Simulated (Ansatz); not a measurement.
# Ba2Tl5V3O12 (C2) in Ansatz: a series of runs

One crystal, Ba2Tl5V3O12, is run at these levels: PBE; tasks: band structure, Born charges and dielectric tensor.

Program: Ansatz 0.2.0. These are calculated values, not measurements. Logs are shortened: lines on timing, memory, paths and dates and some standing lists are left out, and cuts for length are marked.

### 1 The structure

The structure is monoclinic, space group C2 (No. 5). The conventional cell has a = 12.980 Å, b = 13.354 Å, c = 6.079 Å, α = 90.00°, β = 109.30°, γ = 90.00°. Ba (site symmetry 2) is surrounded by 6 O at 2.58 to 2.76 Å. Ba (site symmetry 2) has 8 O at 2.76 to 3.03 Å as nearest neighbours. Around V (site symmetry 1) lie 4 O at 1.72 to 1.75 Å. V (site symmetry 2) has 4 O at 1.71 to 1.76 Å as nearest neighbours. Tl (site symmetry 1) is surrounded by 3 O at 2.57 to 2.74 Å. Tl (site symmetry 2) is surrounded by 4 O at 2.66 to 2.69 Å. Around Tl (site symmetry 1) lie 3 O at 2.55 to 2.75 Å. O (site symmetry 1) has 1 V at 1.75 Å as nearest neighbours.

The cell was built by a generator and needn't be a form met in nature.

### 2 Band structure, PBE, collinear spin, ferromagnetic start

The input, input.yaml:

```yaml
crystal:
  lattice:
    - [6.49009, -6.67692, 0.0]
    - [6.49009, 6.67692, 0.0]
    - [-2.00957, 0.0, 5.7376]
  atoms:
    - { symbol: Ba, position: [0.47917, 0.52083, 0.0] }
    - { symbol: Ba, position: [0.79264, 0.20736, 0.0] }
    - { symbol: V, position: [0.65694, 0.94605, 0.25735], spin: 2.0 }
    - { symbol: V, position: [0.05395, 0.34306, 0.74265], spin: 2.0 }
    - { symbol: V, position: [0.57442, 0.42558, 0.5], spin: 2.0 }
    - { symbol: Tl, position: [0.49835, 0.85629, 0.63726] }
    - { symbol: Tl, position: [0.14371, 0.50165, 0.36274] }
    - { symbol: Tl, position: [0.01508, 0.98492, 0.5] }
    - { symbol: Tl, position: [0.30964, 0.12677, 0.21892] }
    - { symbol: Tl, position: [0.87323, 0.69036, 0.78108] }
    - { symbol: O, position: [0.0039, 0.26325, 0.44275] }
    - { symbol: O, position: [0.59719, 0.60676, 0.67706] }
    - { symbol: O, position: [0.91333, 0.4282, 0.84635] }
    - { symbol: O, position: [0.52536, 0.79943, 0.20594] }
    - { symbol: O, position: [0.68766, 0.41628, 0.31356] }
    - { symbol: O, position: [0.09251, 0.20316, 0.88601] }
    - { symbol: O, position: [0.58372, 0.31234, 0.68644] }
    - { symbol: O, position: [0.79684, 0.90749, 0.11399] }
    - { symbol: O, position: [0.5718, 0.08667, 0.15365] }
    - { symbol: O, position: [0.20057, 0.47464, 0.79406] }
    - { symbol: O, position: [0.73675, 0.9961, 0.55725] }
    - { symbol: O, position: [0.39324, 0.40281, 0.32294] }
hamiltonian:
  xc: pbe
  pseudopotentials: { kind: paw }
magnetization:
  spin_polarized: true
kpoints:
  mp_grid: { grid: [3, 3, 5] }
  band_path:
    path:
      - [[0.0, 0.0, 0.0], [-0.4862050083, -0.4862050083, -0.4268622625], [-0.2574466341, -0.2574466341, -0.5751034219], [-0.7149633825, -0.7149633825, 0.7213788968], [0.0, 0.0, 0.5], [-0.5, 0.5, 0.5], [-0.7425533659, 0.2574466341, 0.5751034219]]
      - [[-0.2850366175, 0.7149633825, -0.7213788968], [-0.5137949917, 0.4862050083, -0.5731377375], [-0.5, 0.5, 0.0], [0.0, 0.0, 0.0], [-0.5, 0.0, -0.5]]
      - [[-0.5, 0.0, 0.0], [0.0, 0.0, 0.0]]
    npoints: 10
scf:
  occupations: { method: fermi_dirac, width: 0.05 }
  n_extra_bands: 55
output:
  forces: true
  stress: true
  eigenvalues: true
  fatbands: false
  write_density: true
  write_potential: true
  elf: true
  volumetric_format: npy
```

Potentials or basis: Ansatz PAW.

Launch:

```console
> ansatz run input.yaml --threads 8 --pin off --max-ram 20480MiB --backend cpu --events-out ev --progress --plain --runs-dir out
```

The log of the run:

```text
Warning: RAYON_NUM_THREADS=8 ignored (pool sized by the plan → 8); use --threads N
scf.n_extra_bands = 55 over 98 filled bands (N_el = 196.0): the run solves 153 bands
Engine: ansatz 0.2.0, x86_64-unknown-linux-gnu
Pseudopotentials: kind: paw
Pseudopotential: Ba, paw, valence charge 10, recommended cutoff 420 eV (normal), Ba.paw.azcp
Pseudopotential: V, paw, valence charge 13, recommended cutoff 420 eV (normal), V.paw.azcp
Pseudopotential: Tl, paw, valence charge 13, recommended cutoff 420 eV (normal), Tl.paw.azcp
Pseudopotential: O, paw, valence charge 6, recommended cutoff 420 eV (normal), O.paw.azcp
Functional definition: PBE
  parameter kappa = 0.804
  parameter beta = 0.06672455060314922
  exchange = pbe_x(kappa = kappa, mu = beta*pi^2/3)
  correlation = pbe_c(beta = beta)
Crystal: 22 atoms, lattice volume = 497.264 Å³
Basis set: ecut = 420 eV, 9759 PW (Γ), exchange–correlation on 128×128×90 points (8 copies of the dense FFT grid, shifted against one another)
Bands: 153, of which v1, the nominal top of the filled ones, is band 98 counted from 1 (97 counted from 0)
Symmetry: 2 space group operations
Space group: C2 (ITA 5), of the structure as read, at distance tolerance 7.9e-5 Å
Magnetic group: BNS 5.13 (UNI 20), of the structure as read, at distance tolerance 7.9e-5 Å
k-points: 16 of 45 (time reversal used)
Non-local potential: Ba, projectors of the file, l = 0: 3, l = 1: 2, l = 2: 2, l = 3: 2
Non-local potential: V, projectors of the file, l = 0: 3, l = 1: 2, l = 2: 3, l = 3: 1
[... 43 lines left out ...]
Fermi energy:    5.446574 eV
--- Per-component energies (eV) ---
  E_band       = -1505.263457
  E_kinetic    = 5097.469986
  E_local      = -20283.039323  (includes V_loc(G=0)·N_el)
  E_nonlocal   = 2126.468105
  E_hartree    = 8293.588935
  E_xc         = -2767.247087
  E_vxc        = -2605.570044  (∫ρ·V_xc dr)
  E_paw        = -66488.088875  (= ΣΔE_a)
  E_vpaw       = -2427.788487  (= ΣTr[D̂ρ^β])
  E_aug_tail   = 0.029920  (compensation charges beyond the density's cutoff)
  E_ewald      = -10660.608560
  E_smearing   = -0.000000  (= −TS)
  E_closure    = -0.000000  (closes the sum)
  Σ components = -84681.426899   (vs F -84681.426899, Δ=0.00e0)
--- Forces (eV/Å), atoms counted from 1 ---
  atom   1  Ba     0.00000000     0.00353342     0.00000000
  atom   2  Ba     0.00000000    -0.00488487     0.00000000
  atom   3  V     -0.00237122     0.00128394    -0.00123971
  atom   4  V      0.00237122     0.00128394     0.00123971
  atom   5  V      0.00000000     0.00002176     0.00000000
  atom   6  Tl     0.00151124     0.00145649     0.00102806
[... 14 lines left out ...]
  atom  21  O      0.00130077     0.00123953    -0.00055600
  atom  22  O      0.00157067    -0.00123544    -0.00012526
  max |Σ_I F_I| component: 2.24e-5 eV/Å
--- Stress (GPa, compression-positive) ---
        0.000352       0.000000      -0.001717
        0.000000       0.020202       0.000000
       -0.001717       0.000000      -0.000619
  P = ⅓ Tr σ = 0.0066 GPa (0.066 kbar)
--- Band table (eV; the first three rows and the last of 32) ---
  k-point 0 ↑: bands = ["-59.5431", "-59.4091", "-59.4091", "-33.5219", "-33.4884", "-33.4669", "-33.3997", "-33.3997", "-33.3551", "-33.3551", "-33.3238", "-33.3238", "-20.9204", "-20.8961", "-12.4281", "-12.2851", "-12.2355", "-12.2103", "-11.9161", "-11.8512", "-11.8036", "-11.7764", "-11.7385", "-11.7332", "-11.6655", "-11.5529", "-6.2494", "-6.1351", "-6.1311", "-6.0767", "-6.0586", "-5.9931", "-5.5058", "-5.4962", "-5.4946", "-5.4636", "-5.4593", "-5.4591", "-5.4297", "-5.4155", "-5.4011", "-5.3970", "-5.3890", "-5.3561", "-5.3511", "-5.3401", "-5.3295", "-5.3292", "-5.3089", "-5.3037", "-5.2784", "-5.2715", "-5.2541", "-5.2494", "-5.2484", "-5.2274", "-5.2179", "-0.8003", "-0.5057", "-0.4152", "-0.3022", "-0.1100", "0.8712", "1.0589", "1.1489", "1.1688", "1.2472", "1.2721", "1.2986", "1.3967", "1.4265", "1.4462", "1.5253", "1.6298", "1.7283", "1.9374", "1.9657", "2.0733", "2.2034", "2.2593", "2.3678", "2.3967", "2.5637", "2.6726", "2.6741", "2.7798", "2.9266", "2.9736", "3.0686", "3.2035", "3.3433", "3.3665", "3.3816", "3.4995", "3.6105", "3.7205", "3.8376", "3.8670", "6.8191", "7.4304", "7.5900", "7.6038", "7.7165", "7.7733", "7.7860", "8.0267", "8.1962", "8.2854", "8.5927", "8.6099", "8.8166", "8.8699", "8.9631", "9.0222", "9.0522", "9.2543", "9.3856", "9.4555", "9.7146", "9.7283", "9.7640", "9.9190", "10.0530", "10.5479", "10.6189", "10.7400", "10.8054", "10.8754", "11.0069", "11.1699", "11.4096", "11.4791", "11.5886", "11.7764", "11.9235", "12.5072", "12.6664", "12.8059", "13.0781", "13.2537", "13.3239", "13.6441", "13.9923", "14.0880", "14.2547", "14.3458", "14.4286", "14.4757", "14.5288", "14.5341", "14.6157", "14.7171", "14.7774"]
  k-point 1 ↑: bands = ["-59.5431", "-59.4091", "-59.4091", "-33.5219", "-33.4884", "-33.4669", "-33.3997", "-33.3997", "-33.3551", "-33.3551", "-33.3238", "-33.3238", "-20.9195", "-20.8957", "-12.4704", "-12.2744", "-12.2254", "-12.1892", "-11.9109", "-11.8504", "-11.7991", "-11.7672", "-11.7564", "-11.7189", "-11.6791", "-11.5596", "-6.2288", "-6.1365", "-6.1263", "-6.0767", "-6.0644", "-5.9981", "-5.5032", "-5.4960", "-5.4949", "-5.4669", "-5.4609", "-5.4543", "-5.4257", "-5.4171", "-5.4070", "-5.3979", "-5.3949", "-5.3563", "-5.3478", "-5.3396", "-5.3316", "-5.3259", "-5.3127", "-5.3045", "-5.2807", "-5.2734", "-5.2638", "-5.2532", "-5.2346", "-5.2235", "-5.2182", "-0.7835", "-0.5702", "-0.4727", "-0.3438", "-0.1012", "0.9499", "1.0521", "1.0915", "1.1541", "1.2535", "1.3012", "1.3131", "1.3390", "1.4236", "1.4726", "1.5181", "1.6573", "1.7840", "1.9739", "1.9952", "2.0369", "2.1827", "2.2495", "2.4156", "2.4818", "2.5106", "2.6210", "2.7109", "2.7411", "2.9746", "3.0576", "3.1220", "3.1827", "3.3386", "3.3529", "3.4298", "3.4969", "3.6575", "3.7392", "3.7896", "3.8631", "6.9561", "7.3297", "7.5059", "7.5857", "7.6471", "7.7618", "7.7974", "7.9607", "8.0387", "8.2257", "8.5534", "8.6378", "8.7147", "8.8982", "8.9499", "8.9728", "9.1025", "9.2193", "9.3157", "9.4558", "9.5431", "9.6119", "9.7982", "10.0630", "10.1079", "10.3183", "10.4715", "10.6794", "10.9313", "11.0949", "11.1720", "11.4545", "11.5699", "11.6561", "11.7402", "11.8981", "12.0455", "12.5505", "12.6348", "12.7983", "12.9574", "13.1109", "13.3413", "13.4126", "14.0013", "14.1154", "14.2053", "14.3309", "14.4422", "14.5086", "14.5567", "14.5916", "14.6660", "14.6793", "14.7796"]
  k-point 2 ↑: bands = ["-59.5431", "-59.4091", "-59.4091", "-33.5220", "-33.4884", "-33.4669", "-33.3997", "-33.3997", "-33.3551", "-33.3551", "-33.3238", "-33.3238", "-20.9181", "-20.8950", "-12.5228", "-12.2722", "-12.2008", "-12.1643", "-11.8752", "-11.8514", "-11.7934", "-11.7851", "-11.7803", "-11.7130", "-11.6826", "-11.5674", "-6.1957", "-6.1347", "-6.1246", "-6.0768", "-6.0733", "-6.0037", "-5.4991", "-5.4963", "-5.4929", "-5.4712", "-5.4626", "-5.4509", "-5.4272", "-5.4165", "-5.4137", "-5.4041", "-5.3975", "-5.3542", "-5.3423", "-5.3407", "-5.3289", "-5.3277", "-5.3207", "-5.3046", "-5.2867", "-5.2719", "-5.2678", "-5.2556", "-5.2314", "-5.2190", "-5.2149", "-0.7815", "-0.6574", "-0.5868", "-0.2911", "-0.1483", "1.0092", "1.0414", "1.0899", "1.1692", "1.2426", "1.2995", "1.3234", "1.3501", "1.3735", "1.4942", "1.5565", "1.6432", "1.7950", "2.0144", "2.0497", "2.0695", "2.1155", "2.2637", "2.3707", "2.3936", "2.4968", "2.6124", "2.8059", "2.9046", "2.9943", "3.0843", "3.2035", "3.2739", "3.2971", "3.3857", "3.5288", "3.5365", "3.6079", "3.7084", "3.7693", "3.8659", "7.1448", "7.2629", "7.3476", "7.5427", "7.6295", "7.7541", "7.8176", "7.8983", "8.0340", "8.1141", "8.3304", "8.4991", "8.7128", "8.7484", "8.8678", "8.9099", "9.0384", "9.1436", "9.2644", "9.4412", "9.4805", "9.5647", "9.6081", "10.0562", "10.1681", "10.3154", "10.4430", "10.8355", "10.9456", "11.1544", "11.4084", "11.5090", "11.6851", "11.7815", "12.0719", "12.0903", "12.3872", "12.5475", "12.6065", "12.8786", "13.0333", "13.2975", "13.5155", "13.6177", "13.9503", "14.1734", "14.2269", "14.3277", "14.3999", "14.4700", "14.5253", "14.6023", "14.6349", "14.7067", "14.7552"]
  k-point 15 ↓: bands = ["-59.5431", "-59.4091", "-59.4091", "-33.5220", "-33.4883", "-33.4669", "-33.3997", "-33.3997", "-33.3551", "-33.3551", "-33.3238", "-33.3238", "-20.9178", "-20.8953", "-12.5240", "-12.2668", "-12.2037", "-12.1599", "-11.9049", "-11.8333", "-11.8038", "-11.7887", "-11.7691", "-11.7080", "-11.6778", "-11.5683", "-6.1981", "-6.1327", "-6.1246", "-6.0766", "-6.0686", "-6.0042", "-5.4968", "-5.4945", "-5.4915", "-5.4709", "-5.4650", "-5.4527", "-5.4294", "-5.4157", "-5.4096", "-5.4073", "-5.3986", "-5.3582", "-5.3446", "-5.3389", "-5.3308", "-5.3281", "-5.3143", "-5.3070", "-5.2867", "-5.2771", "-5.2708", "-5.2496", "-5.2324", "-5.2239", "-5.2107", "-0.8544", "-0.7146", "-0.5508", "-0.1556", "-0.1177", "1.0157", "1.0777", "1.1071", "1.1507", "1.1772", "1.2608", "1.3231", "1.3609", "1.4131", "1.5001", "1.5659", "1.6491", "1.7406", "1.9877", "2.0222", "2.0913", "2.1307", "2.2305", "2.3661", "2.3853", "2.5651", "2.6415", "2.7836", "2.9261", "2.9899", "3.0250", "3.2226", "3.2863", "3.3071", "3.3415", "3.4283", "3.4741", "3.6575", "3.7368", "3.8068", "3.8591", "7.2025", "7.2625", "7.3692", "7.5456", "7.6365", "7.7749", "7.7787", "7.8980", "8.0373", "8.1454", "8.3344", "8.4956", "8.7253", "8.8125", "8.9088", "9.0385", "9.0809", "9.1270", "9.2157", "9.3891", "9.5176", "9.5856", "9.7395", "9.8051", "9.9895", "10.3807", "10.6487", "10.8214", "10.9310", "11.1218", "11.3873", "11.5017", "11.5737", "11.6420", "11.8746", "11.9555", "12.3369", "12.4060", "12.6886", "12.8800", "13.2046", "13.3839", "13.5848", "13.6808", "13.8897", "14.1168", "14.2616", "14.3785", "14.4715", "14.4931", "14.5496", "14.6233", "14.7017", "14.7532", "14.7698"]
```

It took 2 min on 8 threads of Intel Xeon 6975P-C (Granite Rapids), shared host; peak memory 8.8 GiB.

What came out:

```
Free energy             : -84681.4269 eV
Pressure                : 0.0 GPa
Largest force           : 0.005 eV/Å
Band gap on the k mesh  : 2.90 eV, indirect (least direct gap 2.95 eV)
Band gap along the path : 2.89 eV, indirect (least direct gap 2.95 eV)
Net moment              : 0.00 μB per cell
Absolute moment         : 0.00 μB per cell
```

Forces in eV/Å, atoms in the order of the input:
```
Ba   0.000  0.004  0.000
Ba   0.000 -0.005  0.000
V   -0.002  0.001 -0.001
V    0.002  0.001  0.001
V    0.000  0.000  0.000
Tl   0.002  0.001  0.001
Tl  -0.002  0.001 -0.001
Tl   0.000  0.003  0.000
Tl  -0.002 -0.003 -0.002
Tl   0.002 -0.003  0.002
O   -0.001  0.001  0.001
O   -0.002 -0.001  0.000
O   -0.001  0.002 -0.001
O   -0.004 -0.001  0.000
O   -0.001 -0.001 -0.001
O   -0.002  0.000  0.001
O    0.001 -0.001  0.001
O    0.002  0.000 -0.001
O    0.001  0.002  0.001
O    0.004 -0.001  0.000
O    0.001  0.001 -0.001
O    0.002 -0.001  0.000
```

Levels at the corners of the path, in eV from the valence-band top:
Spin up:
```
point  band 94  band 95  band 96  band 97  band 98  band 99  band 100  band 101  band 102  band 103
    Γ    -0.43    -0.32    -0.21    -0.09    -0.06     2.89      3.50      3.66      3.67      3.79
    Y    -0.40    -0.28    -0.17    -0.15    -0.04     3.24      3.29      3.51      3.57      3.72
    F    -0.38    -0.28    -0.19    -0.15    -0.09     3.25      3.30      3.43      3.46      3.71
    H    -0.37    -0.34    -0.21    -0.15    -0.07     3.24      3.34      3.43      3.61      3.70
    Z    -0.37    -0.26    -0.26    -0.15    -0.08     3.20      3.35      3.44      3.57      3.72
    I    -0.37    -0.26    -0.17    -0.14    -0.05     3.24      3.26      3.53      3.59      3.69
   F1    -0.38    -0.28    -0.19    -0.15    -0.09     3.25      3.30      3.43      3.46      3.71
   H1    -0.37    -0.34    -0.21    -0.15    -0.07     3.24      3.34      3.43      3.61      3.70
   Y1    -0.40    -0.28    -0.17    -0.15    -0.04     3.24      3.29      3.51      3.57      3.72
    X    -0.38    -0.30    -0.24    -0.19    -0.03     3.27      3.42      3.53      3.59      3.66
    Γ    -0.43    -0.32    -0.21    -0.09    -0.06     2.89      3.50      3.66      3.67      3.79
    N    -0.35    -0.25    -0.23    -0.16    -0.07     3.26      3.31      3.41      3.49      3.71
    M    -0.46    -0.31    -0.24    -0.10    -0.02     3.23      3.39      3.56      3.68      3.76
    Γ    -0.43    -0.32    -0.21    -0.09    -0.06     2.89      3.50      3.66      3.67      3.79
```
Spin down:
```tsv
point	band 95	band 96	band 97	band 98	band 99	band 100	band 101	band 102
Γ	-0.32	-0.21	-0.09	-0.06	2.89	3.50	3.66	3.67
Y	-0.28	-0.17	-0.15	-0.04	3.24	3.29	3.51	3.57
F	-0.28	-0.19	-0.15	-0.09	3.25	3.30	3.43	3.46
H	-0.34	-0.21	-0.15	-0.07	3.24	3.34	3.43	3.61
Z	-0.26	-0.26	-0.15	-0.08	3.20	3.35	3.44	3.57
I	-0.26	-0.17	-0.14	-0.05	3.24	3.26	3.53	3.59
F1	-0.28	-0.19	-0.15	-0.09	3.25	3.30	3.43	3.46
H1	-0.34	-0.21	-0.15	-0.07	3.24	3.34	3.43	3.61
Y1	-0.28	-0.17	-0.15	-0.04	3.24	3.29	3.51	3.57
X	-0.30	-0.24	-0.19	-0.03	3.27	3.42	3.53	3.59
Γ	-0.32	-0.21	-0.09	-0.06	2.89	3.50	3.66	3.67
N	-0.25	-0.23	-0.16	-0.07	3.26	3.31	3.41	3.49
M	-0.31	-0.24	-0.10	-0.02	3.23	3.39	3.56	3.68
Γ	-0.32	-0.21	-0.09	-0.06	2.89	3.50	3.66	3.67
```

Caveat: the pressure holds a Pulay correction of +0.3 GPa for the finite cutoff; spin-orbit coupling is left out, which as a rule narrows the gap of such compounds by several tenths of an eV; the starting moments weren't kept.

(Part 1 of 2 ends here.)
